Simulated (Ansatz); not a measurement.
# P: an axial (c/a) deformation path

One table from this session's results is given with a row withheld; the runs are named, their logs left out.

Computed with Ansatz 0.2.0 (DFT r2SCAN, scalar-relativistic, plane waves, PAW, unless a step's input says otherwise).

## The system as given

Symmetry: R-3m, No. 166, trigonal system. The conventional cell has a = 3.451 Å, b = 3.451 Å, c = 9.389 Å, α = 90.00°, β = 90.00°, γ = 120.00°. Around P (site symmetry 3m) lie 3 P at 2.29 Å.

Structure file:

```cif
data_structure
_symmetry_space_group_name_H-M 'P 1'
_symmetry_Int_Tables_number 1
_cell_length_a 3.7102
_cell_length_b 3.7102
_cell_length_c 3.7102
_cell_angle_alpha 55.437
_cell_angle_beta 55.437
_cell_angle_gamma 55.437
_cell_volume 32.29
loop_
_atom_site_label
_atom_site_type_symbol
_atom_site_fract_x
_atom_site_fract_y
_atom_site_fract_z
_atom_site_occupancy
P1 P 0.22708 0.22708 0.22708 1
P2 P 0.77292 0.77292 0.77292 1
```

It goes back to an entry of the Materials Project, which need not be the stable form.

No relaxation comes first: the listed cell is the starting point.

## Zero of energy

Reference values: F = -1518.1579 eV; pressure 0.63 GPa; largest force 0.081 eV/Å; gap on the mesh none (metal). It was computed beforehand with the settings of the runs below.

Set-up of the first run:

At fixed volume and fractional coordinates, lengths along (0.000, 0.000, 1.000) are scaled against those across it; ρ is that ratio over its starting value.

input.yaml reads:

```yaml
crystal:
  lattice:
    - [1.8217914528, 1.0518117857, 2.8083154336]
    - [-1.8217914528, 1.0518117857, 2.8083154336]
    - [0.0, -2.1036235713, 2.8083154336]
  atoms:
    - { symbol: P, position: [0.22708025, 0.22708025, 0.22708025] }
    - { symbol: P, position: [0.77291975, 0.77291975, 0.77291975] }
basis:
  ecutwfc: 500
kpoints:
  mp_grid: { grid: [18, 18, 18] }
hamiltonian:
  xc: r2scan
scf:
  occupations: { method: gaussian, width: 0.15 }
output:
  forces: true
  stress: true
  eigenvalues: true
```

Command:

```
ansatz run input.yaml --threads 1 --pin off --max-ram 2560MiB --backend cpu --events-out ev --progress --plain --runs-dir out
```

Steps of the session up to this table: At ρ = 0.850; Point ρ = 1.200; Point ρ = 0.920; Point ρ = 1.100; At ρ = 0.960; At ρ = 1.050; ρ = 0.800; At ρ = 1.300.

One table of the session follows, with a row left open; its other results are not shown here.

| ρ | ΔE (meV/atom) | pressure (GPa) |
| --- | --- | --- |
| 0.800 | 169.1 | -4.8 |
| 0.850 | 88.4 | -3.4 |
| 0.920 | 20.1 | -1.6 |
| 0.960 | ? | ? |
| 1.000 | 0.0 | 0.6 |
| 1.050 | 9.1 | 1.9 |
| 1.100 | 26.5 | 3.1 |
| 1.200 | 81.2 | 4.7 |
| 1.300 | 169.1 | 5.9 |

Q: Estimate the row for ρ = 0.960 from the others.

Worked estimate for «ΔE (meV/atom)». A straight line through the neighbours (0.920, 20.1) and (1.000, 0.0) gives 20.1 + (0.0 − 20.1) × (0.960 − 0.920) / (1.000 − 0.920) = 10.1; a parabola fitted to 4 rows on both sides gives 3.1.

The run gave: ΔE (meV/atom): 3.0; pressure (GPa): -0.5. In «ΔE (meV/atom)» the line misses by +7.1 and the parabola by +0.1.
